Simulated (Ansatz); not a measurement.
# ZnO: the cost of one run

Computed with Ansatz 0.2.0 (DFT LDA, scalar-relativistic, plane waves, PAW, unless a step's input says otherwise).

### Step 1. The structure to begin with

Symmetry: P6_3mc, No. 186, hexagonal system. Conventional cell: a = 3.249 Å, b = 3.249 Å, c = 5.206 Å, α = 90.00°, β = 90.00°, γ = 120.00°. Zn (site symmetry 3m) is surrounded by 4 O at 1.97 to 1.98 Å. Around O (site symmetry 3m) lie 4 Zn at 1.97 to 1.98 Å.

Coordinates:

```xyz
4
Lattice="3.2493 0.0000 0.0000 -1.6247 2.8140 0.0000 0.0000 0.0000 5.2057" Properties=species:S:1:pos:R:3 pbc="T T T"
Zn    0.0000    1.8760    2.6029
Zn    1.6247    0.9380    0.0000
O     1.6247    0.9380    1.9730
O     0.0000    1.8760    4.5759
```

The structure rests on an entry of the Crystallography Open Database; cell or positions may have been set otherwise for this series.

### Step 2. Relaxing cell and atoms: ZnO, no spin

Contents of input.yaml:

```yaml
crystal:
  lattice:
    - [3.249308, 0.0, 0.0]
    - [-1.624654, 2.8139832727, 0.0]
    - [0.0, 0.0, 5.205709]
  atoms:
    - { symbol: Zn, position: [0.3333333333, 0.6666666667, 0.5] }
    - { symbol: Zn, position: [0.6666666667, 0.3333333333, 0.0] }
    - { symbol: O, position: [0.6666666667, 0.3333333333, 0.37901] }
    - { symbol: O, position: [0.3333333333, 0.6666666667, 0.87901] }
scf:
  occupations: { method: gaussian, width: 0.02 }
output:
  forces: true
  stress: true
  eigenvalues: true
kpoints:
  mp_grid: { grid: [21, 21, 12] }
hamiltonian:
  xc: lda
relax:
  f_tol: 0.005
  adjacent_minimum: "off"
  cell: { stress_tol: 0.02 }
```

Command:

```console
ansatz run input.yaml --threads 4 --pin off --max-ram 14336MiB --backend cpu --events-out ev --progress --plain --runs-dir out
```

Q: Estimate wall time and peak memory on 4 threads of Intel Xeon Platinum 8259CL at 2.50GHz (Skylake/Cascade Lake), shared host.

About 74 s, with a peak of 0.73 GiB.
